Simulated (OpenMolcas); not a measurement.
**SnH2F (SMILES [F][SnH2]) at 6 levels**

Wanted: a comparison of 6 runs (UHF/STO-3G, U-r2SCAN/def2-TZVPP, U-revPBE/def2-TZVPP, UBLYP/def2-TZVPP, UM06-2X/def2-TZVPP, UPBE0/def2-TZVPP) of SnH2F. 

Program for the calculation: OpenMolcas 26.06.

## (1) The molecule

SnH2F has 4 atoms, charge 0, and is taken as a doublet. SMILES: `[F][SnH2]`. Geometry: relaxed at PBE0-D4/def2-TZVP.

Bond lengths: F1–Sn2 1.932 Å, Sn2–H3 1.726 Å, Sn2–H4 1.726 Å. Angles: F1–Sn2–H3 103.3°, F1–Sn2–H4 103.3°, H3–Sn2–H4 113.3°.

## (2) Energy and gradient at UHF/STO-3G (run 1)

Input file mol.inp:

```
>>> EXPORT MOLCAS_PRINT=2

&GATEWAY
  BasLib = $CurrDir
  BasisSet
  F.STO-3G....
  F1 -1.552600 -0.190000 0.640700 angstrom
  End of Basis
  BasisSet
  Sn.STO-3G....
  Sn2 0.028300 -0.242200 -0.468300 angstrom
  End of Basis
  BasisSet
  H.STO-3G....
  H3 1.184100 -1.054400 0.524100 angstrom
  H4 0.395700 1.426200 -0.716700 angstrom
  End of Basis

&SEWARD

&SCF
  UHF
  Spin = 2
  Thresholds = 1e-10 1e-07 1e-07 1e-05
  PrOrbitals = 1

&ALASKA
```

The basis set STO-3G is read from a file made from the Basis Set Exchange's data (not shown).

The run is started by

```
$ export MOLCAS_MEM=1860
$ pymolcas mol.inp > mol.log
```

The program printed:

```text
--- Start Module: gateway ---
[...]
--- Stop Module: gateway /rc=_RC_ALL_IS_WELL_ ---
[...]
      Basis functions           34
[...]
--- Start Module: scf ---
[...]
       Convergence after  17 Iterations
[...]
::    Total SCF energy                              -6062.4506704888
[...]
      Total spin, S                                     0.5015044204
[...]
      Total electronic charge=   61.000000
      Total            charge=   -0.000000
[...]
      Dipole Moment (debye):
      Origin of the operator (angstrom)=   -0.1739   -0.2290   -0.3135
                   X=  9.5878E-01               Y= -5.8051E-01               Z= -1.7701E+00           Total=  2.0952E+00
      Quadrupole Moment (debye*angstrom):
[...]
--- Stop Module: scf /rc=_RC_ALL_IS_WELL_ ---
--- Start Module: alaska ---
[...]
 *              Molecular gradients               *
 **************************************************
  Irreducible representation: a
 ------------------------------------------------------------------------------------------
                              X                       Y                       Z
 ------------------------------------------------------------------------------------------
  F1               -1.16803866119533E-02    1.25271364238788E-03    9.93162081608645E-03
  SN2              -9.18260584591124E-03   -1.47729481600978E-02   -2.37299773872834E-02
  H3                1.81185836186009E-02   -1.74198032664528E-02    1.89967207702173E-02
  H4                2.74440883929827E-03    3.09400377841662E-02   -5.19836419899411E-03
 ------------------------------------------------------------------------------------------
--- Stop Module: alaska /rc=_RC_ALL_IS_WELL_ ---
[...]
```

Run time: 2.1 s. Hardware: 1 thread of Arm Neoverse V2, shared host; peak memory 0.37 GiB.

## (3) A single-point energy at U-r2SCAN/def2-TZVPP (core potential) (run 2)

Input file coord.xyz:

```xyz
4

F     -1.552600    -0.190000     0.640700
Sn     0.028300    -0.242200    -0.468300
H      1.184100    -1.054400     0.524100
H      0.395700     1.426200    -0.716700
```

Input file mol.input:

```
* FH2Sn Kohn-Sham DFT
>>> EXPORT MOLCAS_PRINT=2
&GATEWAY
BASLIB = $CurrDir
COORD = coord.xyz
BASIS = def2-TZVPP
GROUP = NoSym
&SEWARD
GRIDINPUT
Grid=UltraFine
End of Grid
&SCF
UHF
SPIN = 2
KSDFT = 2
1.0 MGGA_X_R2SCAN
1.0 MGGA_C_R2SCAN
THRESHOLDS = 1e-10 1e-07 1e-07 1e-05
PRORBITALS = 1 2
```

The basis set def2-TZVPP is read from a file made from the Basis Set Exchange's data (not shown).

The run is started by

```
$ export MOLCAS_MEM=1860
$ pymolcas mol.input > mol.log
```

The program printed:

```text
--- Start Module: gateway ---
[...]
--- Stop Module: gateway /rc=_RC_ALL_IS_WELL_ ---
--- Start Module: seward ---
[...]
      Basis functions          109
--- Stop Module: seward /rc=_RC_ALL_IS_WELL_ ---
[...]
--- Start Module: scf ---
[...]
       Convergence after  21 Iterations
[...]
::    Total KS-DFT energy                            -315.4127455777
[...]
      Total spin, S                                     0.5017049714
[...]
      Total electronic charge=   33.000000
      Total            charge=   -0.000000
[...]
      Dipole Moment (debye):
      Origin of the operator (angstrom)=   -0.1739   -0.2290   -0.3135
                   X=  1.9909E+00               Y= -2.0066E-01               Z= -1.6666E+00           Total=  2.6042E+00
      Quadrupole Moment (debye*angstrom):
[...]
--- Stop Module: scf /rc=_RC_ALL_IS_WELL_ ---
[...]
```

Wall time 59 s (1 thread of Arm Neoverse V2, shared host); peak memory 0.64 GiB.

Runs 3 to 5 aren't shown in full; the table further down has their settings and results.

## (4) Energy and forces at UPBE0/def2-TZVPP (core potential) (run 6)

Input file calc.inp:

```
* FH2Sn Kohn-Sham DFT

&GATEWAY
  BasLib
  $CurrDir
  BasisSet
  F.def2-TZVPP....
  F1 -1.552600 -0.190000 0.640700 angstrom
  End of Basis
  BasisSet
  Sn.def2-TZVPP....
  Sn2 0.028300 -0.242200 -0.468300 angstrom
  End of Basis
  BasisSet
  H.def2-TZVPP....
  H3 1.184100 -1.054400 0.524100 angstrom
  H4 0.395700 1.426200 -0.716700 angstrom
  End of Basis

&SEWARD
  GridInput
  Grid=UltraFine
  End of Grid

&SCF
  UHF
  Spin
  2
  KSDFT
  PBE0
  Thresholds
  1e-10 1e-07 1e-07 1e-05
  PrOrbitals
  1 2

&ALASKA
```

The basis set def2-TZVPP is read from a file made from the Basis Set Exchange's data (not shown).

The run is started by

```
$ export MOLCAS_MEM=1860
$ pymolcas calc.inp > calc.log
```

The program printed:

```text
--- Start Module: gateway ---
[...]
--- Stop Module: gateway /rc=_RC_ALL_IS_WELL_ ---
[...]
      Basis functions          109
[...]
--- Start Module: scf ---
[...]
       Convergence after  20 Iterations
[...]
::    Total KS-DFT energy                            -315.2794098096
[...]
      Total spin, S                                     0.5012204077
[...]
      Total electronic charge=   33.000000
      Total            charge=   -0.000000
[...]
      Dipole Moment (debye):
      Origin of the operator (angstrom)=   -0.1739   -0.2290   -0.3135
                   X=  2.0742E+00               Y= -2.0242E-01               Z= -1.7231E+00           Total=  2.7041E+00
      Quadrupole Moment (debye*angstrom):
[...]
--- Stop Module: scf /rc=_RC_ALL_IS_WELL_ ---
[...]
--- Start Module: alaska ---
[...]
 *              Molecular gradients               *
 **************************************************
  Irreducible representation: a
 ------------------------------------------------------------------------------------------
                              X                       Y                       Z
 ------------------------------------------------------------------------------------------
  F1                6.95607679190857E-05   -2.47523839491670E-06   -4.60229338425933E-05
  SN2              -9.87737217332807E-05   -6.08689882586333E-06    2.46351390664756E-05
  H3                1.46117009292013E-06    5.29326011033948E-05   -1.10993917017410E-05
  H4                2.77517837774521E-05   -4.43704638848352E-05    3.24871864660903E-05
 ------------------------------------------------------------------------------------------
--- Stop Module: alaska /rc=_RC_ALL_IS_WELL_ ---
[...]
```

Run time: 44 s. Hardware: 1 thread of Arm Neoverse V2, shared host; peak memory 0.64 GiB.

## (5) All runs side by side

```csv
run,level,task,integration grid,energy (Eh),dipole moment (D),HOMO energy (eV),LUMO energy (eV),wall time
1,UHF/STO-3G,gradient,–,-6062.450670,2.10,-5.88,4.63,2.1 s
2,U-r2SCAN/def2-TZVPP (core potential),energy,UltraFine,-315.412746,2.60,-5.99,-4.13,59 s
3,U-revPBE/def2-TZVPP (core potential),gradient,UltraFine,-315.386804,2.45,-5.57,-4.35,41 s
4,UBLYP/def2-TZVPP (core potential),gradient,UltraFine,-315.313192,2.50,-5.45,-4.54,45 s
5,UM06-2X/def2-TZVPP (core potential),energy,UltraFine,-315.269403,2.92,-7.83,-3.38,50 s
6,UPBE0/def2-TZVPP (core potential),gradient,UltraFine,-315.279410,2.70,-6.72,-3.60,44 s
```

## (6) Outcome

| quantity | value |
| --- | --- |
| run 6: total energy | -315.27941 Eh |
| run 6: dipole moment | 2.70 D |
| run 6: HOMO energy (highest over α and β) | -6.72 eV |
| run 6: LUMO energy (lowest over α and β) | -3.60 eV |
| run 6: ⟨S²⟩ | 0.752 |
| run 6: largest force on an atom | 0.005 eV/Å |

**Reading.** The dipole moment (its size) runs from 2.10 D (UHF/STO-3G) to 2.92 D (UM06-2X/def2-TZVPP). The two ends differ in method and basis and core potential. Totals of different functionals can't be ranked against each other. Some runs of one species differ in core potentials or relativity; totals across that change don't compare. In run 1 the basis is minimal, so the values are rough. In run 1 relativity is left out where basis or elements ask for it. All runs together took 4 min, the longest 59 s.
